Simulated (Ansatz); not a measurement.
# GaH4: the cost of one run

Computed with the Python package of Ansatz 0.2.0. The levels of theory stand in the script.

### Step 1. The system

Bond lengths: Ga1–H2 1.610 Å, Ga1–H3 1.610 Å, Ga1–H4 1.611 Å, Ga1–H5 1.611 Å. Angles: H2–Ga1–H3 109.5°, H2–Ga1–H4 109.5°, H2–Ga1–H5 109.5°, H3–Ga1–H4 109.5°, H3–Ga1–H5 109.5°, H4–Ga1–H5 109.5°.

No structure file is read: the coordinates are typed or built in the script.

### Step 2. The code

x2c_gah4.py reads:

```python
'''Scalar relativity in GaH4(-).'''

import warnings

import ansatz as az
from ase import Atoms
import numpy as np

XC = 'B3LYP'
DISPERSION = 'd3bj'
CHARGE = -1


def main() -> None:
    warnings.simplefilter('ignore', az.DeckWarning)

    atoms = Atoms(['Ga', 'H', 'H', 'H', 'H'], positions=[
        [0.0, 0.0, 0.0],
        [0.6217, 1.1604, -0.9277],
        [-1.0731, 0.6415, 1.0152],
        [1.1792, -0.7051, 0.8404],
        [-0.7278, -1.0969, -0.9279],
    ])
    molecule = az.Crystal.molecule_from_ase(atoms)

    calculation = (
        molecule.calculation()
        .functional(XC, dispersion=DISPERSION)
        .charge(CHARGE)
        .forces()
    )
    # a set contracted for a scalar-relativistic Hamiltonian goes with the relativistic run
    sets = {'none': 'cc-pVTZ', 'scalar': 'cc-pVTZ-DK'}
    found = {kind: calculation.basis(gaussian=basis).pseudopotentials(relativity=kind).run(threads=1, backend='cpu').report for kind, basis in sets.items()}
    for kind, each in found.items():
        dipole = 4.803205 * np.linalg.norm(each['charge_distribution']['dipole_moment_e_ang'])
        print(f'{kind:7s} E = {each["free_energy_ev"]:.4f} eV  dipole {dipole:.3f} D  largest force component {np.abs(each["forces_ev_ang"]).max():.4f} eV/A')
    print(f'relativity lowers the total energy by {found["none"]["free_energy_ev"] - found["scalar"]["free_energy_ev"]:.3f} eV')


if __name__ == '__main__':
    main()
```

### Step 3. The calls as engine input

The package turns the script's settings into the engine's input (first run):

```yaml
crystal:
  periodic: [false, false, false]
  atoms:
    - { symbol: Ga, position_ang: [0.0, 0.0, 0.0] }
    - { symbol: H, position_ang: [0.6217, 1.1604, -0.9277] }
    - { symbol: H, position_ang: [-1.0731, 0.6415, 1.0152] }
    - { symbol: H, position_ang: [1.1792, -0.7051, 0.8404] }
    - { symbol: H, position_ang: [-0.7278, -1.0969, -0.9279] }
basis:
  gaussian:
    orbitals: cc-pVTZ
hamiltonian:
  xc: b3lyp
  dispersion: d3bj
  pseudopotentials:
    relativity: none
total_charge: -1.0
output:
  forces: true
```

### Step 4. The run

Command:

```bash
$ python x2c_gah4.py
```

Q: Estimate wall time and peak memory on 1 thread of Arm Neoverse V1, shared host.

About 4.9 s, with a peak of 0.22 GiB.
